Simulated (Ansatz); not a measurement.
# GeI₂Cl₂: how energies converge with the basis set

An exercise on one series of results from a longer session: the logs are not shown, and one member is left open.

Method: one geometry, several basis sets; program: Ansatz 0.2.0, Gaussian basis.

Plan: PBE0-D4/def2-SVP; ωB97M-V/def2-SVP; PBE0-D4/def2-QZVPP; ωB97M-V/def2-QZVPP; the functionals' def2-TZVPP values are taken from earlier runs.

### The relaxed structure

An earlier PBE0-D4 in a triple-zeta def2 set relaxation fixed the geometry. I takes the def2 core potential; no spin-orbit term is included.

SMILES `[Cl][Ge]([Cl])([I])[I]`, 5 atoms, charge 0, spin multiplicity 1.

Atoms are counted from 1 here; the program's logs count them from 0.

Bond lengths: Cl1–Ge2 2.132 Å, Ge2–Cl3 2.132 Å, Ge2–I4 2.486 Å, Ge2–I5 2.486 Å. Angles: Cl1–Ge2–Cl3 107.4°, Cl1–Ge2–I4 109.4°, Cl1–Ge2–I5 109.4°, Cl3–Ge2–I4 109.4°, Cl3–Ge2–I5 109.4°, I4–Ge2–I5 111.8°.

Coordinates:

| atom | x (Å) | y (Å) | z (Å) |
| --- | --- | --- | --- |
| Cl1 | -0.6306 | -0.3798 | 2.0257 |
| Ge2 | 0.0306 | -0.0483 | 0.0260 |
| Cl3 | 1.6914 | -1.3406 | -0.3172 |
| I4 | -1.8012 | -0.6209 | -1.5547 |
| I5 | 0.7596 | 2.3159 | -0.2210 |

The first run:

in.yaml

```yaml
crystal:
  periodic: [false, false, false]
  atoms:
    - {symbol: Cl, position_ang: [-0.630602, -0.379814, 2.025690]}
    - {symbol: Ge, position_ang: [0.030629, -0.048269, 0.025964]}
    - {symbol: Cl, position_ang: [1.691412, -1.340577, -0.317248]}
    - {symbol: I, position_ang: [-1.801184, -0.620869, -1.554696]}
    - {symbol: I, position_ang: [0.759643, 2.315929, -0.221011]}
basis:
  gaussian: {orbitals: def2-SVP}
hamiltonian: {xc: pbe0, dispersion: d4}
output: {orbitals: {seedname: orbitals}}
```

Launch:

```console
ansatz run in.yaml --threads 4 --pin off --events-out ev --progress --plain --max-ram 11315MiB
```

Steps of the session up to this table: PBE0-D4 in def2-SVP; ωB97M-V in def2-SVP; PBE0-D4 in def2-QZVPP; ωB97M-V in def2-QZVPP.

One of the session's tables, all rows but one given; the rest of the session is left out.

It belongs to the step «Functionals by basis». 

```
functional       basis  HOMO (eV)  LUMO (eV)
   PBE0-D4    def2-SVP      -8.01      -2.92
   PBE0-D4  def2-TZVPP      -8.07      -2.97
   PBE0-D4  def2-QZVPP          ?          ?
   ωB97M-V    def2-SVP     -10.08      -0.97
   ωB97M-V  def2-TZVPP     -10.17      -1.10
   ωB97M-V  def2-QZVPP     -10.19      -1.15
```

Estimate the missing values for PBE0-D4, def2-QZVPP.

The run gave: HOMO (eV): -8.08; LUMO (eV): -3.00. In the column «HOMO (eV)» it lies between ωB97M-V, def2-SVP (-10.08) and PBE0-D4, def2-TZVPP (-8.07).
